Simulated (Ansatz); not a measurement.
# ClH₄NbO₄: small, medium and large basis sets

How large a basis does ClH₄NbO₄ need? Two functionals are run in growing sets.

Computed with Ansatz 0.2.0, Gaussian basis. Level: one geometry, several basis sets.

Plan: PBE0-D4/def2-SVP; ωB97M-V/def2-SVP; PBE0-D4/def2-QZVPP; ωB97M-V/def2-QZVPP; the functionals' def2-TZVPP values are taken from earlier runs.

## (1) The geometry

The geometry comes from an earlier relaxation with PBE0-D4 in a triple-zeta def2 set; it is a stationary point, not always the lowest conformer. Nb takes the def2 core potential; no spin-orbit term is included.

10 atoms, charge 0, spin multiplicity 1.

Atoms are counted from 1 here; the program's logs count them from 0.

Bond lengths: O1–Nb2 1.888 Å, O1–H7 0.959 Å, Nb2–O3 1.882 Å, Nb2–O4 1.882 Å, Nb2–O5 1.888 Å, Nb2–Cl6 2.416 Å, O3–H8 0.961 Å, O4–H9 0.961 Å, O5–H10 0.959 Å. Angles: Nb2–O1–H7 131.6°, O1–Nb2–O3 95.1°, O1–Nb2–O4 95.1°, O1–Nb2–O5 161.6°, O1–Nb2–Cl6 80.8°, O3–Nb2–O4 112.1°, O3–Nb2–O5 95.1°, O3–Nb2–Cl6 124.0°, O4–Nb2–O5 95.2°, O4–Nb2–Cl6 123.9°, O5–Nb2–Cl6 80.8°, Nb2–O3–H8 122.0°, Nb2–O4–H9 122.0°, Nb2–O5–H10 131.6°.

## (2) PBE0-D4 in def2-SVP

Contents of in.yaml:

```yaml
crystal:
  periodic: [false, false, false]
  atoms:
    - {symbol: O, position_ang: [-1.556127, -0.896031, -0.542798]}
    - {symbol: Nb, position_ang: [0.020319, -0.035487, 0.038823]}
    - {symbol: O, position_ang: [1.114305, -1.558326, -0.127094]}
    - {symbol: O, position_ang: [-0.571131, 0.222220, 1.807130]}
    - {symbol: O, position_ang: [1.452944, 1.188128, 0.159248]}
    - {symbol: Cl, position_ang: [-0.557619, 1.418804, -1.801348]}
    - {symbol: H, position_ang: [-2.158224, -0.702374, -1.263216]}
    - {symbol: H, position_ang: [2.070312, -1.511158, -0.039921]}
    - {symbol: H, position_ang: [-1.399742, -0.145484, 2.126457]}
    - {symbol: H, position_ang: [1.668163, 1.968510, -0.354280]}
basis:
  gaussian: {orbitals: def2-SVP}
hamiltonian: {xc: pbe0, dispersion: d4}
output: {orbitals: {seedname: orbitals}}
```

Started as:

```
$ ansatz run in.yaml --threads 4 --pin off --events-out ev --progress --plain --max-ram 11315MiB
```

The runs that follow: ωB97M-V in def2-SVP; PBE0-D4 in def2-QZVPP; ωB97M-V in def2-QZVPP.

Before running them: what should the planned runs give, taken together? Wanted: PBE0-D4: double and triple zeta above quadruple; ωB97M-V: double and triple zeta above quadruple.

The runs gave:

| quantity | value |
| --- | --- |
| PBE0-D4: double and triple zeta above quadruple | 15.91, 0.93 eV |
| ωB97M-V: double and triple zeta above quadruple | 16.05, 0.90 eV |

What this shows: PBE0-D4 gains 14.98 eV from double to triple zeta, then 0.93 eV more. Total energies overstate the basis error of differences, where much of it tends to cancel.
